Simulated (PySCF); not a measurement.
OBSiClH4, in a box:

```
O B Si Cl H
1.0
    12.00000    0.00000    0.00000
     0.00000   13.00000    0.00000
     0.00000    0.00000   14.00000
O B Si Cl H
1 1 1 1 4
Direct
  0.42205 0.61555 0.44045
  0.44916 0.51589 0.45030
  0.48286 0.45347 0.57947
  0.45574 0.43650 0.34699
  0.40796 0.63601 0.37533
  0.47306 0.53005 0.65787
  0.59799 0.41093 0.57881
  0.40418 0.36722 0.59780
```

Base run:

```yaml
Program: PySCF 2.14.0
Functional: BHandHLYP
Potentials_or_basis: 6-31g* (all-electron)
k_mesh: 1 × 1 × 1
Occupations: fixed
Spin: no spin polarisation
```

Its results: gap between the frontier levels 9.83 eV.

**Question.** The run is repeated on the same cell with these changes: functional from BHandHLYP to SCAN0. What comes out?

**Answer.** Gap between the frontier levels 7.85 eV.

Caveats: this is a molecule in a periodic box at the Γ point, so its band gap is the HOMO-LUMO gap; the basis of atomic orbitals isn't converged, which shifts pressures, moduli and gaps.

A k mesh can miss the band edges.

Not every run made on this cell is shown here.
